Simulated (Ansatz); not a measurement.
**GaH₅OSSi₂: basis-set convergence**

How large a basis does GaH₅OSSi₂ need? Two functionals are run in growing sets.

Program: Ansatz 0.2.0, Gaussian basis. Level of theory: one geometry, several basis sets. These are calculated values, not measurements.

The runs, in order: PBE0-D4/def2-SVP; ωB97M-V/def2-SVP; PBE0-D4/def2-QZVPP; ωB97M-V/def2-QZVPP; the functionals' def2-TZVPP values are taken from earlier runs.

**1. The geometry**

An earlier PBE0-D4 in a triple-zeta def2 set relaxation fixed the geometry.

SMILES `[SiH3][Ga]1[O][SiH2][S]1`, 10 atoms, charge 0, spin multiplicity 1.

Atoms are counted from 1 here; the program's logs count them from 0.

Bond lengths: Si1–Ga2 2.386 Å, Si1–H6 1.484 Å, Si1–H7 1.485 Å, Si1–H8 1.485 Å, Ga2–O3 1.836 Å, Ga2–S5 2.219 Å, O3–Si4 1.646 Å, Si4–S5 2.165 Å, Si4–H9 1.485 Å, Si4–H10 1.485 Å. Angles: Ga2–Si1–H6 109.4°, Ga2–Si1–H7 108.9°, Ga2–Si1–H8 108.9°, H6–Si1–H7 109.9°, H6–Si1–H8 109.9°, H7–Si1–H8 109.7°, Si1–Ga2–O3 128.3°, Si1–Ga2–S5 140.5°, O3–Ga2–S5 91.2°, Ga2–O3–Si4 97.1°, O3–Si4–S5 98.6°, O3–Si4–H9 112.9°, O3–Si4–H10 112.9°, S5–Si4–H9 111.3°, S5–Si4–H10 111.4°, H9–Si4–H10 109.4°, Ga2–S5–Si4 73.2°.

**2. PBE0-D4 in def2-SVP**

Input file in.yaml:

```yaml
crystal:
  periodic: [false, false, false]
  atoms:
    - {symbol: Si, position_ang: [-2.330595, -0.894650, -0.261703]}
    - {symbol: Ga, position_ang: [-0.187250, 0.141975, -0.101743]}
    - {symbol: O, position_ang: [1.370823, -0.563546, 0.565943]}
    - {symbol: Si, position_ang: [2.318410, 0.757453, 0.310561]}
    - {symbol: S, position_ang: [0.827125, 2.059918, -0.565719]}
    - {symbol: H, position_ang: [-3.299017, 0.064063, -0.848940]}
    - {symbol: H, position_ang: [-2.774878, -1.294562, 1.097578]}
    - {symbol: H, position_ang: [-2.220550, -2.096447, -1.126970]}
    - {symbol: H, position_ang: [2.864165, 1.329374, 1.567219]}
    - {symbol: H, position_ang: [3.431775, 0.496432, -0.636225]}
basis:
  gaussian: {orbitals: def2-SVP}
hamiltonian: {xc: pbe0, dispersion: d4}
output: {orbitals: {seedname: orbitals}}
```

The run is started by

```sh
ansatz run in.yaml --threads 2 --pin off --events-out ev --progress --plain --max-ram 22528MiB --backend cpu
```

After this run come: ωB97M-V in def2-SVP; PBE0-D4 in def2-QZVPP; ωB97M-V in def2-QZVPP.

Before running them: what should the planned runs give, taken together? Wanted: PBE0-D4: double and triple zeta above quadruple; ωB97M-V: double and triple zeta above quadruple.

As calculated:

| quantity | value |
| --- | --- |
| PBE0-D4: double and triple zeta above quadruple | 20.90, 2.16 eV |
| ωB97M-V: double and triple zeta above quadruple | 20.82, 2.06 eV |

In words: For PBE0-D4 the step from double to triple zeta gains 18.75 eV and the next only 2.16 eV. These are total energies; as a rule much of such shifts cancels in differences, which this series doesn't test.
